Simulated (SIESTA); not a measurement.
Crystal: Zr3S2.

```xyz
5
Lattice="2.9025 1.6758 3.4878 -2.9025 1.6758 3.4878 0.0000 -3.3516 3.4878" Properties=species:S:1:pos:R:3 pbc="T T T"
Zr    0.9832    1.7029    5.2317
Zr    0.9832   -1.7029    5.2317
Zr   -1.9663    0.0000    5.2317
S     0.0000    0.0000    6.9583
S     0.0000    0.0000    3.5050
```

The cell comes from a database or a generator and needn't be the stable form of this composition.

Base run:

- Program: SIESTA 5.4.2
- Functional: PBE
- Potentials or basis: PseudoDojo 0.4 standard (PBE files)
- Basis: DZP (energy shift 0.003 Ry; two zetas on semicore shells)
- Grid cutoff: 800 Ry
- Energy shift: 0.003 Ry
- k mesh: 6 × 6 × 6
- Occupations: fermi-dirac, width 0.05 eV
- Spin: no spin polarisation

Its results: band gap on the k mesh none (metal or under the smearing width); pressure 0.6 GPa; largest force 0.072 eV/Å.

Problem. The run is repeated on the same cell with these changes: functional from PBE to PBEsol; potentials or basis from PseudoDojo 0.4 standard (PBE files) to PseudoDojo 0.4 standard (PBEsol files). What comes out?

Solution. Band gap on the k mesh none (metal or under the smearing width); pressure -3.6 GPa; largest force 0.008 eV/Å.

Caveats: the basis of atomic orbitals isn't converged, which shifts pressures, moduli and gaps.

Not every run made on this cell is shown here.
